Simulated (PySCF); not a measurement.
# The bond of BrCl+, level by level

The task here is to estimate one member of a computed series from the others.

The runs use PySCF 2.14.0; Br cc-pVDZ-PP with ECP10, Cl cc-pV(D+d)Z, scalar-relativistic core potentials.

The first run:

The job is set up so:

```json
{"atoms": "Br, Cl", "charge": "1", "basis": "Br cc-pVDZ-PP with ECP10, Cl cc-pV(D+d)Z", "Hamiltonian": "scalar-relativistic core potentials", "basis functions": "46", "electrons treated": "41", "masses in u": "78.9183, 34.9689", "levels": "PBE0, PBE, r²SCAN, revPBE, BP86, r²SCANh, HF, MP2, SCS-MP2, CCSD, CCSD(T)", "grid": "80 radial by 434 angular points", "occupations": "held fixed by the projection of orbital angular momentum", "dissociation limit": "Br+ + Cl, each in its ground configuration", "starting distance in angstrom": "2.185", "values of 2S to try": "1, 3"}
```

Command:

```console
$ OMP_NUM_THREADS=1 python dia.py task.json out
```

Among the steps run: Input; The PBE0 curve of the state that the search chose; Excited determinants; PBE (GGA); r²SCAN (meta-GGA); revPBE (GGA); BP86 (GGA); r²SCANh; UHF; Correlated methods on the Hartree–Fock reference.

One of the session's tables, all rows but one given; the rest of the session is left out.

Energy (eV) from each level's lowest point:

```
R (Å)    UHF  UHF-MP2  UHF-SCS-MP2  UHF-CCSD  UHF-CCSD(T)
1.773  1.474    1.570        1.622       n/a          n/a
1.856  0.607    0.641        0.684     0.787        0.828
1.938  0.165    0.151        0.182     0.265        0.291
2.000  0.027    0.002        0.020     0.072        0.085
2.062  0.000    0.000        0.000     0.000        0.000
2.124      ?        ?            ?         ?            ?
2.206  0.179    0.327        0.277     0.136        0.110
2.309  0.375    0.775        0.706     0.384        0.337
2.433  0.545    1.303        1.225     0.750        0.684
2.598  0.672    1.735        1.644       n/a          n/a
```

Estimate the missing values for R (Å) = 2.124.

Worked estimate for «UHF». A straight line through the neighbours (2.062, 0.000) and (2.206, 0.179) gives 0.000 + (0.179 − 0.000) × (2.124 − 2.062) / (2.206 − 2.062) = 0.077; a parabola fitted to 4 rows on both sides gives 0.060.

The run gave: UHF: 0.047; UHF-MP2: 0.099; UHF-SCS-MP2: 0.077; UHF-CCSD: 0.017; UHF-CCSD(T): 0.006. In «UHF» the line misses by +0.030 and the parabola by +0.013.
